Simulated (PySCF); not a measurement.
# C3H6BBrSi: the cost of one run

The runs use PySCF 2.14.0, with density-fitted response routines of our own; the level of theory stands in each step. All values are computed, except where a source is named. Atoms count from 0, in the outputs and in this text.

## 1. Starting geometry

12 atoms, charge 0, multiplicity 1; geometry from: GFN2-xTB. The atoms were then displaced at random by about 0.01 Å, so the start is not that level's minimum.

Bonds of the start (Å): C0–C1 1.18, C1–B2 1.50, B2–Br3 1.90, B2–C4 1.57, C4–Si5 1.94, C0–H6 1.06, C4–H7 1.08, C4–H8 1.07, Si5–H9 1.47, Si5–H10 1.45, Si5–H11 1.48.

## 2. Optimising the geometry at PBE0-D3(BJ)/def2-SVP

The job: settings as JSON, then the geometry in Å.

```
{"job": {"xc": "PBE0", "basis": "def2-SVP", "d3": "d3bj", "grid": 1, "shake": 0.01, "kind": "geom"}, "charge": 0, "multiplicity": 1}
C     -2.961280     0.080780     0.475460
C     -1.922710    -0.060160    -0.071570
B     -0.622900    -0.258440    -0.784080
Br    -0.428980     0.324020    -2.578550
C      0.635760    -0.849610    -0.059770
Si     1.693640     0.595820     0.675830
H     -3.898300     0.244890     0.949080
H      0.390470    -1.492010     0.777640
H      1.293700    -1.397150    -0.698180
H      0.874390     1.352720     1.630090
H      2.145620     1.458290    -0.396950
H      2.840280    -0.027420     1.366120
```

The run is started by

```sh
> OMP_NUM_THREADS=1 python probes_run.py task.json out
```

One launch serves the whole session: the jobs run in the order shown.

Q: Estimate the wall time and peak memory of this first job on 1 thread of Arm Neoverse V1, shared host.

About 57 s, with a peak of 0.53 GiB.
